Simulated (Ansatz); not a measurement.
**CH5BFNS: one species, many methods**

One table from this session's results is given with a row withheld; the runs are named, their logs left out.

Computed with Ansatz 0.2.0, Gaussian basis. Level: functionals in def2-TZVPP, the program's frozen cores in correlated methods.

Levels to be run: PBE-D4, r2SCAN-D4, PBE0-D4, B3LYP-D4, ωB97X-V, ωB97M-V, B2PLYP; CCSD(T)/def2-TZVPP; MP2/def2-QZVPP; extrapolation to the limit.

## The relaxed structure

An earlier PBE0-D4 in a triple-zeta def2 set relaxation fixed the geometry.

10 atoms, charge 0, spin multiplicity 1.

Atoms are counted from 1 here; the program's logs count them from 0.

Bond lengths: B1–C2 1.567 Å, B1–S5 1.935 Å, B1–H6 1.209 Å, B1–H7 1.202 Å, C2–N3 1.305 Å, C2–F4 1.314 Å, N3–H8 1.009 Å, N3–H9 1.007 Å, S5–H10 1.342 Å. Angles: C2–B1–S5 96.3°, C2–B1–H6 108.8°, C2–B1–H7 112.6°, S5–B1–H6 107.3°, S5–B1–H7 114.0°, H6–B1–H7 116.0°, B1–C2–N3 126.4°, B1–C2–F4 121.8°, N3–C2–F4 111.7°, C2–N3–H8 122.0°, C2–N3–H9 117.8°, H8–N3–H9 119.6°, B1–S5–H10 98.4°.

The first run:

in.yaml reads:

```yaml
crystal:
  periodic: [false, false, false]
  atoms:
    - {symbol: B, position_ang: [-0.671773, 0.729458, -0.432698]}
    - {symbol: C, position_ang: [-0.006501, -0.634098, -0.041339]}
    - {symbol: N, position_ang: [0.055978, -1.150527, 1.155808]}
    - {symbol: F, position_ang: [0.630159, -1.372460, -0.921913]}
    - {symbol: S, position_ang: [0.955986, 1.775584, -0.408001]}
    - {symbol: H, position_ang: [-1.355988, 1.107599, 0.489804]}
    - {symbol: H, position_ang: [-1.209807, 0.688791, -1.506835]}
    - {symbol: H, position_ang: [0.644313, -1.942857, 1.366682]}
    - {symbol: H, position_ang: [-0.403383, -0.658405, 1.904106]}
    - {symbol: H, position_ang: [1.444116, 1.405617, -1.602515]}
basis:
  gaussian: {orbitals: def2-TZVPP}
hamiltonian: {xc: pbe, dispersion: d4}
output: {forces: true, orbitals: {seedname: orbitals}}
```

Started as:

```sh
$ ansatz run in.yaml --threads 4 --pin off --events-out ev --progress --plain --max-ram 10444MiB
```

Steps of the session up to this table: PBE-D4 (GGA); r2SCAN-D4 (meta-GGA); PBE0-D4 (hybrid); B3LYP-D4 (hybrid); ωB97X-V (range-separated); ωB97M-V (range-separated); B2PLYP (double hybrid); CCSD(T) in def2-TZVPP; MP2 in def2-QZVPP.

One table of the session follows, with a row left open; its other results are not shown here.

| method | atomisation energy (kJ/mol) |
| --- | --- |
| PBE-D4 | 3671.8 |
| r2SCAN-D4 | 3573.7 |
| PBE0-D4 | 3574.6 |
| B3LYP-D4 | 3558.6 |
| ωB97X-V | 3560.2 |
| ωB97M-V | 3572.5 |
| B2PLYP | ? |
| HF/def2-TZVPP | 2469.2 |
| MP2/def2-TZVPP | 3493.9 |
| CCSD/def2-TZVPP | 3357.5 |
| CCSD(T)/def2-TZVPP | 3423.7 |
| MP2/CBS | 3594.4 |
| CCSD(T)/CBS | 3524.2 |

Q: Estimate the row for B2PLYP from the others.

**Answer.** atomisation energy (kJ/mol): 3505.5. In the column «atomisation energy (kJ/mol)» it lies between MP2/def2-TZVPP (3493.9) and CCSD(T)/CBS (3524.2).

Among the levels timed on like hardware and quicker than the yardstick, those that no quicker one beats, quickest first: PBE-D4 (2.2 s, +147.6 kJ/mol); PBE0-D4 (2.7 s, +50.4 kJ/mol); B3LYP-D4 (4.1 s, +34.4 kJ/mol); B2PLYP (4.8 s, -18.7 kJ/mol).

B2PLYP carry no dispersion term (for B3LYP, D4 adds 31.9 kJ/mol).
